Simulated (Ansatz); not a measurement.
## Rb2Pd (distorted cell): a check of forces and pressure against finite differences, step by step

With the Ansatz DFT code, driven from Python.

Typed at the interpreter:
```pycon
>>> import ansatz as az
>>> import numpy as np
>>> VECTORS = np.array([
...     [0.0, 4.12322, 4.12322],
...     [4.12322, 0.0, 4.12322],
...     [4.12322, 4.12322, 0.0],
... ])
>>> SITES = [
...     ('Rb', (0.25514, 0.28546, 0.21873)),
...     ('Rb', (0.74546, 0.7858, 0.72591)),
...     ('Pd', (0.03283, 0.99885, 0.96639)),
... ]
>>> def build(cell):
...     crystal = az.Crystal(lattice=az.Lattice.of(cell))
...     for symbol, position in SITES:
...         crystal = crystal.atom(symbol, position)
...     return crystal
...
>>> def solve(crystal):
...     return (
...         crystal.calculation()
...         .occupations('fermi_dirac', width=0.15)
...         .functional(az.Functional.PBESOL)
...         .basis(540, xc_grid=2)
...         .kpoints(4, 4, 4)
...         .scf(tolerance=1e-09)
...         .forces()
...         .stress()
...         .run(threads=1)
...     ).report
...
>>> centre = solve(build(VECTORS))
DeckWarning: output.stress: scf.convergence.dr2_threshold = 1e-9 eV is looser than the 3e-10 eV advised for a printed stress (1e-10 eV for each atom of the cell: 3). What an SCF threshold leaves in a [...]
>>> start = build(VECTORS)
>>> # move one atom both ways along a Cartesian axis
>>> print(f'force on atom 2 along z: analytic {centre["forces_ev_ang"][2][2]:.4f} eV/A')
force on atom 2 along z: analytic 0.0080 eV/A
>>> for h in (0.005, 0.02):
...     shift = np.eye(3)[2] * h @ np.linalg.inv(VECTORS)
...     plus, minus = (solve(start.move(2, to=np.array(SITES[2][1]) + sign * shift))['lagrangian_ev'] for sign in (1, -1))
...     print(f'  step {h} A: numerical {-(plus - minus) / (2 * h):.4f} eV/A')
...
  step 0.005 A: numerical 0.0080 eV/A
  step 0.02 A: numerical 0.0080 eV/A
>>> # P = -dF/dV; the difference feels the change of the plane-wave count with the cell
>>> volume = abs(np.linalg.det(VECTORS))
>>> larger, smaller = (solve(build(VECTORS * (1 + sign * 0.005) ** (1 / 3)))['lagrangian_ev'] for sign in (1, -1))
>>> numerical = -(larger - smaller) / (0.01 * volume) * 160.21766
>>> print(f'pressure: analytic {np.trace(centre["stress_gpa"]) / 3:.3f}, numerical {numerical:.3f} GPa')
pressure: analytic -0.820, numerical -0.820 GPa
```

Caveats:
- Spin is left out of this run.
- Pressure is positive in compression.
- The cell is a database structure, distorted on purpose.
- Warnings are shown shortened and without file and line.
- The central difference errs as the square of the step, so the shorter step is the fairer test; what remains comes from the finite grid and the SCF threshold.
- It ran for 72 s on 1 thread of Arm Neoverse V2, with other jobs on the host, peak memory 0.51 GiB.
